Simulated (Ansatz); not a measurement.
# BBrClH3: the cost of one run

Program: Ansatz 0.2.0. Level of theory: RKS BHLYP/def2-SVP. These are calculated values, not measurements.

### 1 The structure to begin with

Bond lengths: B1–Cl2 2.210 Å, B1–H3 1.190 Å, B1–H4 1.190 Å, B1–Br5 2.340 Å, Cl2–H6 1.335 Å, Br5–H6 1.477 Å. Angles: B1–Cl2–H6 76.2°, Cl2–B1–H3 120.0°, Cl2–B1–H4 120.0°, Cl2–B1–Br5 71.6°, H3–B1–H4 120.0°, H3–B1–Br5 97.0°, H4–B1–Br5 101.2°, B1–Br5–H6 69.7°, Cl2–H6–Br5 142.6°.

Structure file:

```xyz
6

B     0.0000    0.0000    0.0000
Cl    0.0000    0.0000    2.2100
H     1.0305    0.0000   -0.5950
H    -1.0305    0.0000   -0.5950
Br    0.0978   -2.2185    0.7379
H     0.0571   -1.2951    1.8904
```

### 2 A restrained relaxation towards end A

Springs on the bonds that form and break draw the guess towards this end; the thresholds are loose.

File input.yaml:

```yaml
crystal:
  periodic: [false, false, false]
  atoms:
    - { symbol: B, position_ang: [0.0, 0.0, 0.0] }
    - { symbol: Cl, position_ang: [0.0, 0.0, 2.21] }
    - { symbol: H, position_ang: [1.0305, 0.0, -0.595] }
    - { symbol: H, position_ang: [-1.0305, 0.0, -0.595] }
    - { symbol: Br, position_ang: [0.0978, -2.2185, 0.7379] }
    - { symbol: H, position_ang: [0.0571, -1.2951, 1.8904] }
basis:
  gaussian: { orbitals: def2-SVP }
hamiltonian:
  xc: { name: BHLYP }
relax:
  f_tol: 0.15
  max_steps: 25
  restrain:
    - { distance: [0, 4], at: 3.24, k: 30.0 }
    - { distance: [5, 1], at: 2.57, k: 30.0 }
    - { distance: [0, 1], at: 1.86, k: 30.0 }
    - { distance: [5, 4], at: 1.55, k: 30.0 }
```

Run with:

```console
> ansatz run input.yaml --threads 1 --pin off --max-ram 2048MiB --backend cpu --events-out ev --progress --plain --runs-dir out
```

**Question.** How long does this run take on 1 thread of AMD EPYC 7B13 (Zen 3), shared host, and how much memory does it need?

About 20 s, with a peak of 0.18 GiB.
